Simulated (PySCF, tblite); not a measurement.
# C₅H₁₁N₂Si radical: geometry, infrared bands and EPR parameters

What infrared bands and EPR parameters should C₅H₁₁N₂Si radical (`[H]/[C]=C\[C@@H]1CN[Si@@H](C)N1`) show?

The runs use tblite 0.8.0 and PySCF 2.14.0, with density-fitted response routines of our own; the level of theory stands in each step. All values are computed, except where a source is named. Atoms are numbered from 0 throughout.

## (1) The starting structure

19 atoms, charge 0, multiplicity 2; geometry from: force field or distance geometry start.

Bonds of the start (Å): C0–C1 1.29, C1–C2 1.49, C2–C3 1.55, C3–N4 1.47, N4–Si5 1.71, Si5–C6 1.83, Si5–N7 1.71, N7–C2 1.48, C0–H8 1.07, C1–H9 1.10, C2–H10 1.11, C3–H11 1.09, C3–H12 1.11, N4–H13 1.02, Si5–H14 1.47, C6–H15 1.09, C6–H16 1.10, C6–H17 1.09, N7–H18 1.02.

## (2) Relaxing the molecule with GFN2-xTB

The job: settings as JSON, then the geometry in Å.

```
{"job": {"kind": "relax", "xc": "GFN2-xTB", "basis": "xTB"}, "charge": 0, "multiplicity": 2}
C     -3.145200    -0.946400     1.262200
C     -1.871600    -1.105000     1.142000
C     -0.968700    -0.356200     0.216700
C     -0.324500    -1.245300    -0.872600
N      0.909000    -0.548200    -1.263100
Si     1.562100     0.427200    -0.022800
C      1.868900     2.156200    -0.540900
N      0.169200     0.241900     0.947700
H     -4.201800    -0.809100     1.360100
H     -1.390900    -1.849700     1.792500
H     -1.539500     0.451200    -0.287200
H     -0.989200    -1.398200    -1.723300
H     -0.072200    -2.239600    -0.448300
H      1.606500    -1.229400    -1.570000
H      2.696100    -0.275400     0.598200
H      0.977500     2.604900    -0.980100
H      2.153200     2.785800     0.315600
H      2.676100     2.211100    -1.271800
H     -0.124700     1.133300     1.337600
```

Run with:

```bash
$ OMP_NUM_THREADS=1 python probes_run.py task.json out
```

The driver reads the jobs from task.json and runs them one after another.

**Question.** This job is followed by: GFN2-xTB harmonic vibrations, gas phase; UKS B3LYP, pcH-1 on C H N Si, non-relativistic, mean-field spin-orbit, GIAO. What will the session give for the following? strongest single infrared mode (GFN2-xTB); zero-point energy (GFN2-xTB); g(iso) (B3LYP); ⟨S²⟩; largest a(iso) (averaged by class); potential on the surface of density 0.002 e/bohr³, 1st and 99th percentile.

**Answer**, as computed:

| quantity | value |
| --- | --- |
| strongest single infrared mode (GFN2-xTB) | 2168 cm⁻¹, 335 km/mol |
| zero-point energy (GFN2-xTB) | 94.6 kcal/mol |
| g(iso) (B3LYP) | 2.00227 |
| ⟨S²⟩ | 0.758 (exact 0.75) |
| largest a(iso) (averaged by class) | 13C on C0, 321.5 MHz |
| potential on the surface of density 0.002 e/bohr³, 1st and 99th percentile | -0.99 V and 1.50 V |

In words: Over 191 steps the energy fell by 0.697 eV; of the close pairs, Si5–C6 changed most, 1.831 to 1.893 Å. No mode is imaginary among the 51: a minimum at this level. The strongest single mode, at 2168 cm⁻¹, moves mainly H14. Unscaled tight-binding wavenumbers are off by several per cent, some by more. Its intensities can rank the bands wrongly. C0 carries the largest spin population, 1.01 e. The isotropic g lies 0.0 ppt below the free-electron value. These values are for one conformer; the search (at its own cheap level) found 2 more, at 0.00, 3.65 kcal/mol (those within 0.05 may be mirror or relabelled copies), and measured spectra average over such forms.
